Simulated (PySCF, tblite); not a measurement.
**CH12OSi4: geometry, infrared bands and NMR shifts**

What infrared bands and NMR shifts should CH12OSi4 (`[SiH3]OC([SiH3])([SiH3])[SiH3]`) show?

Computed with tblite 0.8.0 and PySCF 2.14.0, with density-fitted response routines of our own, on a single molecule in the gas phase. Atoms are numbered from 0 throughout.

## Step 1: The starting structure

18 atoms, charge 0, multiplicity 1; geometry from: force field or distance geometry start.

Bonds of the start (Å): Si0–O1 1.68, O1–C2 1.44, C2–Si3 1.90, C2–Si4 1.97, C2–Si5 1.92, Si0–H6 1.49, Si0–H7 1.49, Si0–H8 1.48, Si3–H9 1.48, Si3–H10 1.48, Si3–H11 1.50, Si4–H12 1.49, Si4–H13 1.49, Si4–H14 1.49, Si5–H15 1.48, Si5–H16 1.49, Si5–H17 1.48.

## Step 2: Relaxing the molecule with GFN2-xTB

What the job is given:

```
{"job": {"kind": "relax", "xc": "GFN2-xTB", "basis": "xTB"}, "charge": 0, "multiplicity": 1}
Si     2.520200     0.548400     0.716700
O      0.897400     0.445300     1.128300
C     -0.145900     0.034200     0.218300
Si    -0.179400    -1.721600    -0.511900
Si    -1.900200     0.034300     1.106300
Si    -0.585500     1.128000    -1.293400
H      2.658600     1.539400    -0.382100
H      3.301500     0.991000     1.900400
H      2.988000    -0.778400     0.259600
H     -1.402900    -2.042200    -1.289500
H      0.987100    -1.914200    -1.404400
H     -0.050100    -2.736900     0.585300
H     -1.880500    -0.894400     2.267400
H     -3.007600    -0.369500     0.195200
H     -2.200600     1.402500     1.628500
H      0.559900     1.128800    -2.228100
H     -0.786800     2.541700    -0.865800
H     -1.782000     0.669900    -2.042400
```

Started as:

```
> OMP_NUM_THREADS=1 python probes_run.py task.json out
```

One launch serves the whole session: the jobs run in the order shown.

**Question.** This job is followed by: GFN2-xTB harmonic vibrations, gas phase; GIAO PBE0/pcSseg-1 NMR shielding, non-relativistic, gas phase. What will the session give for the following? strongest single infrared mode (GFN2-xTB); zero-point energy (GFN2-xTB); 13C shifts against TMS (PBE0/pcSseg-1); 1H shifts against TMS (PBE0/pcSseg-1, means over atoms taken as alike); 29Si shifts against TMS (PBE0/pcSseg-1, means over atoms taken as alike); 17O shifts against H2O (PBE0/pcSseg-1).

**Answer**, as computed:

| quantity | value |
| --- | --- |
| strongest single infrared mode (GFN2-xTB) | 2279 cm⁻¹, 973 km/mol |
| zero-point energy (GFN2-xTB) | 66.5 kcal/mol |
| 13C shifts against TMS (PBE0/pcSseg-1) | 50.4 ppm |
| 1H shifts against TMS (PBE0/pcSseg-1, means over atoms taken as alike) | 5.07, 4.20 ppm |
| 29Si shifts against TMS (PBE0/pcSseg-1, means over atoms taken as alike) | -44.1, -66.2 ppm |
| 17O shifts against H2O (PBE0/pcSseg-1) | -6.2 ppm |

What this shows: Relaxing lowered the energy by 0.651 eV in 56 steps; the close pair that moved most is Si0–O1, from 1.677 to 1.607 Å. All 48 modes are real, so the xTB geometry is a minimum. The strongest single mode, at 2279 cm⁻¹, moves mainly H17 and H9. Unscaled tight-binding wavenumbers are off by several per cent, some by more. Its intensities can rank the bands wrongly.
